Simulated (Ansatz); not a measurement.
# Na: the cost of one run

Computed with Ansatz 0.2.0 (DFT PBEsol, scalar-relativistic, unless a step's input says otherwise).

2 further runs of the same task are left out: 2 set aside as unsound or not needed.

**1. The starting structure**

Symmetry: Im-3m, No. 229, cubic system. Conventional cell: a = 4.235 Å, b = 4.235 Å, c = 4.235 Å, α = 90.00°, β = 90.00°, γ = 90.00°. Na (site symmetry m-3m) has 8 Na at 3.67 Å as nearest neighbours.

Structure file:

```cif
data_structure
_symmetry_space_group_name_H-M 'Im-3m'
_symmetry_Int_Tables_number 229
_cell_length_a 4.2350
_cell_length_b 4.2350
_cell_length_c 4.2350
_cell_angle_alpha 90.000
_cell_angle_beta 90.000
_cell_angle_gamma 90.000
_cell_volume 75.96
loop_
_atom_site_label
_atom_site_type_symbol
_atom_site_symmetry_multiplicity
_atom_site_Wyckoff_symbol
_atom_site_fract_x
_atom_site_fract_y
_atom_site_fract_z
_atom_site_occupancy
Na1 Na 2 a 0.00000 0.00000 0.00000 1
```

The file gives the conventional cell by its symmetry; the runs use the cell typed in the input.

**2. After the deformation**

Space group Im-3m before, I4/mmm after.

**3. Full-potential LAPW**

Contents of input.yaml:

```yaml
crystal:
  lattice:
    - [-2.1175, 2.1175, 2.096325]
    - [2.1175, -2.1175, 2.096325]
    - [2.1175, 2.1175, -2.096325]
  atoms:
    - { symbol: Na, position: [0.0, 0.0, 0.0] }
kpoints:
  mp_grid: { grid: [12, 12, 12] }
  band_path:
    path:
      - [0.0, 0.0, 0.0]
      - [0.0, 0.0, 0.5]
      - [-0.5, 0.5, 0.5]
      - [0.0, 0.0, 0.0]
      - [0.495025, 0.495025, -0.495025]
      - [-0.495025, 0.504975, 0.495025]
      - [-0.5, 0.5, 0.5]
      - [0.0, 0.0, 0.5]
      - [0.25, 0.25, 0.25]
    npoints: 5
scf:
  occupations: { method: fermi_dirac, width: 0.05 }
hamiltonian:
  xc: pbesol
  pseudopotentials: { kind: all_electron, lapw: { basis_error: 0.00025 } }
output:
  forces: true
  stress: true
  eigenvalues: true
```

Launch:

```sh
> ansatz run input.yaml --threads 1 --pin off --max-ram 3072MiB --backend cpu --events-out ev --progress --plain --runs-dir out
```

Q: Estimate wall time and peak memory on 1 thread of Arm Neoverse V2, shared host.

About 4.8 s, with a peak of 0.23 GiB.
